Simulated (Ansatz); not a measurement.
# Ta8H4C: the cost of one run

Method: DFT PBEsol, scalar-relativistic, plane waves, PAW, in Ansatz 0.2.0.

3 further runs of the same task are left out: 2 that didn't finish, 1 set aside as unsound or not needed.

### 1 The system as given

The structure is trigonal, space group P3m1 (No. 156). The conventional cell has a = 4.639 Å, b = 4.639 Å, c = 23.629 Å, α = 90.00°, β = 90.00°, γ = 120.00°. Ta (site symmetry 3m) is surrounded by 4 Ta at 2.84 Å. Ta (site symmetry 3m) is surrounded by 7 Ta at 2.74 to 2.84 Å. Ta (site symmetry 3m) has 13 Ta at 2.84 to 3.28 Å in its first shell of neighbours. Around Ta (site symmetry 3m) lie 8 Ta at 2.78 to 2.84 Å. Ta (site symmetry 3m) is surrounded by 8 Ta at 2.60 to 2.90 Å. Around Ta (site symmetry 3m) lie 10 Ta at 2.80 to 3.06 Å. Around Ta (site symmetry 3m) lie 7 Ta at 2.76 to 2.80 Å. Around Ta (site symmetry 3m) lie 4 Ta at 2.60 to 2.76 Å.

As a file:

```
Ta
1.0
     4.63936    0.00000    0.00000
    -2.31968    4.01780    0.00000
     0.00000    0.00000   23.62903
Ta
8
Cartesian
  2.3197 1.3393 8.5000
  0.0000 2.6785 9.4470
  0.0000 0.0000 10.3940
  2.3197 1.3393 11.3410
  0.0000 2.6785 12.1852
  0.0000 0.0000 13.2992
  2.3197 1.3393 14.1191
  0.0000 2.6785 14.7860
```

Planes are indexed in the bulk's conventional cell (Im-3m (No. 229)), a = 3.281 Å, b = 3.281 Å, c = 3.281 Å, α = 90.00°, β = 90.00°, γ = 90.00°.

It is a (111) slab, 6.6 Å thick as cut, with 17 Å of vacuum; its outer planes are Ta (top) and Ta (bottom). An earlier relaxation, lower half held, gave -78444.5473 eV, work function 3.90 eV (top face), 3.45 eV (bottom face), dipole along +c -0.047 e·Å per cell.

### 2 CH4 at the top (Ta) site

The input, input.yaml:

```yaml
crystal:
  lattice:
    - [4.6393552033, 0.0, 0.0]
    - [-2.3196776017, 4.0177994633, 0.0]
    - [0.0, 0.0, 27.0787309072]
  atoms:
    - { symbol: Ta, position: [0.6666666667, 0.3333333333, 0.3138994966] }
    - { symbol: Ta, position: [0.3333333333, 0.6666666667, 0.3488717565] }
    - { symbol: Ta, position: [0.0, 0.0, 0.3838440164] }
    - { symbol: Ta, position: [0.6666666667, 0.3333333333, 0.4188162763] }
    - { symbol: Ta, position: [0.3333333333, 0.6666666667, 0.4499899221] }
    - { symbol: Ta, position: [0.0, 0.0, 0.4911299794] }
    - { symbol: Ta, position: [0.6666666667, 0.3333333333, 0.5214100048] }
    - { symbol: Ta, position: [0.3333333333, 0.6666666667, 0.5460356791] }
    - { symbol: H, position: [0.3333333333, 0.6666666667, 0.6686411295] }
    - { symbol: C, position: [0.3333333333, 0.6666666667, 0.7088941238] }
    - { symbol: H, position: [0.4913390409, 0.5711238138, 0.7221776119] }
    - { symbol: H, position: [0.4288761862, 0.9202152271, 0.7221776119] }
    - { symbol: H, position: [0.0797847729, 0.5086609591, 0.7221776119] }
basis:
  ecutwfc: 420
kpoints:
  mp_grid: { grid: [6, 6, 1] }
hamiltonian:
  xc: pbesol
scf:
  occupations: { method: gaussian, width: 0.1 }
output:
  forces: true
  eigenvalues: true
  write_density: true
  write_potential: true
  elf: true
  volumetric_format: npy
relax:
  adjacent_minimum: "off"
  f_tol: 0.03
  max_steps: 70
  constraints: [{ sites: [0, 1, 2, 3] }]
efield:
  axis: 3
  dipole_correction: true
  ramp_width: 0.04
```

Run with:

```console
$ ansatz run input.yaml --threads 4 --pin off --max-ram 10240MiB --backend cpu --events-out ev --progress --plain --runs-dir out
```

Q: Estimate wall time and peak memory on 4 threads of Arm Neoverse V2, shared host.

About 85 s, with a peak of 1.1 GiB.
